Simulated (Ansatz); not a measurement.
## CH₄GeS, SMILES [CH3][Ge][SH]: an active-space calculation, step by step

Program: Ansatz 0.2.0, Python API.

Contents of `ch4ges.xyz`:
```text
7

C    -0.88460    0.66740   -0.27130
Ge    0.28010   -0.15250    0.96400
S     1.68810   -1.41090   -0.17670
H    -1.41240   -0.05090   -0.85710
H    -0.35170    1.33860   -1.00350
H    -1.65220    1.35970    0.27650
H     2.39390   -1.81930    1.02240
```

Run as a notebook:

```python
import warnings

import ansatz as az
```

```python
warnings.simplefilter("ignore", az.DeckWarning)
```

```python
geometry = az.Crystal.molecule_from_extxyz("ch4ges.xyz")
```

```python
job = geometry.calculation()
job = job.basis(gaussian="def2-SVP").correlation(active_electrons=6, active_orbitals=6)
for method in ["sc_nevpt2"]:
    report = (job if method is None else job.correlation(method)).run().report
    space = report["configurations"]
    state = space["states"][0]
    print(method or "casscf", f"total {report['free_energy_ev'] / 27.211386246:.6f} Ha, active-space state {state['energy']['hartree']:.6f} Ha, mean field {report['reference_energy_ev'] / 27.211386246:.6f} Ha")
    print("  determinants", state["n_determinants"], " natural occupations", [round(n, 3) for n in space["natural_occupations"]])
```

    RunWarning: the results are in doubt because another end's mean lies 0.531 eV lower, and its corrected mean 0.177 eV higher
    sc_nevpt2 total -2513.160562 Ha, active-space state -2512.709611 Ha, mean field -2512.670608 Ha
      determinants 400  natural occupations [1.989, 1.983, 1.932, 0.06, 0.019, 0.017]

What to keep in mind:
- Total energies depend on the basis set; only differences at equal settings carry meaning.
- Warnings are shown shortened and without file and line.
- The geometry is a force-field or estimated start, not a minimum of this method, and the basis set is short of its limit. The active space starts as a window about the frontier orbitals and is then optimised, not chosen by chemistry.
- A lower CASSCF solution was found and passed over, so the printed active-space state isn't the lowest.
- The script silences the warnings on its input, which a real study should read.
- Run time: 43 s on 1 thread of Arm Neoverse V1, with other jobs on the host, peak memory 0.28 GiB.

(Lines on the test bed's own set-up are left out of the output.)
